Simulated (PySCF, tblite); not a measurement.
# C5H15BS: geometry, infrared bands and NMR shifts

What infrared bands and NMR shifts should C5H15BS (`CC(C)[BH2-][S+](C)C`) show?

Computed with tblite 0.8.0 and PySCF 2.14.0, with density-fitted response routines of our own, on a single molecule in the gas phase. Atoms are numbered from 0 throughout.

## 1. Starting geometry

22 atoms, charge 0, multiplicity 1; geometry from: force field or distance geometry start.

Bonds of the start (Å): C0–C1 1.50, C1–C2 1.49, C1–B3 1.58, B3–S4 1.83, S4–C5 1.77, S4–C6 1.78, C0–H7 1.09, C0–H8 1.11, C0–H9 1.12, C1–H10 1.13, C2–H11 1.12, C2–H12 1.13, C2–H13 1.10, B3–H14 1.21, B3–H15 1.22, C5–H16 1.11, C5–H17 1.10, C5–H18 1.12, C6–H19 1.10, C6–H20 1.11, C6–H21 1.12.

## 2. Optimising the geometry with GFN2-xTB

What the job is given:

```
{"job": {"kind": "relax", "xc": "GFN2-xTB", "basis": "xTB"}, "charge": 0, "multiplicity": 1}
C     -1.468800    -0.598400    -1.389400
C     -1.592400    -0.322600     0.075800
C     -2.457700     0.879700     0.266700
B     -0.201400    -0.218400     0.828000
S      1.262000    -0.161200    -0.268700
C      2.057700     1.418100    -0.305900
C      2.480100    -1.315700     0.323700
H     -0.554600    -1.155200    -1.608000
H     -1.540100     0.372500    -1.930700
H     -2.412100    -1.145000    -1.666300
H     -2.163300    -1.188800     0.516300
H     -2.117300     1.718100    -0.387500
H     -3.491100     0.606600    -0.097500
H     -2.588400     1.190900     1.311300
H     -0.182900     0.688800     1.626300
H     -0.096100    -1.232300     1.495900
H      1.905100     2.015900     0.613600
H      1.773500     1.942300    -1.233400
H      3.166100     1.254100    -0.376400
H      3.333300    -1.437300    -0.354300
H      2.886300    -0.976200     1.297900
H      1.991900    -2.316300     0.460200
```

The run is started by

```
> OMP_NUM_THREADS=1 python probes_run.py task.json out
```

The driver reads the jobs from task.json and runs them one after another.

**Question.** This job is followed by: GFN2-xTB harmonic vibrations, gas phase; GIAO PBE0/pcSseg-1 NMR shielding, non-relativistic, gas phase. What will the session give for the following? strongest single infrared mode (GFN2-xTB); zero-point energy (GFN2-xTB); ¹³C shifts against TMS (PBE0/pcSseg-1, means over atoms taken as alike); ¹H shifts against TMS (PBE0/pcSseg-1, means over atoms taken as alike); ¹¹B shifts against BF3·OEt2 (PBE0/pcSseg-1); ³³S shifts against CS2 (PBE0/pcSseg-1).

As calculated:

| quantity | value |
| --- | --- |
| strongest single infrared mode (GFN2-xTB) | 2458 cm⁻¹, 192 km/mol |
| zero-point energy (GFN2-xTB) | 119.6 kcal/mol |
| ¹³C shifts against TMS (PBE0/pcSseg-1, means over atoms taken as alike) | 32.7, 27.2, 21.3 ppm |
| ¹H shifts against TMS (PBE0/pcSseg-1, means over atoms taken as alike) | 2.46, 2.09, 0.98, 0.96 ppm |
| ¹¹B shifts against BF3·OEt2 (PBE0/pcSseg-1) | -3.9 ppm |
| ³³S shifts against CS2 (PBE0/pcSseg-1) | -35 ppm |

**Reading.** Over 242 steps the energy fell by 1.159 eV; of the close pairs, B3–S4 changed most, 1.830 to 2.019 Å. All 60 modes are real, so the xTB geometry is a minimum. The strongest single mode, at 2458 cm⁻¹, moves mainly H14. Unscaled tight-binding wavenumbers are off by several per cent, some by more. Its intensities can rank the bands wrongly. At PBE0/pcSseg-1: The widest tensor belongs to S4: span 253 ppm, with a paramagnetic part of -521 ppm.
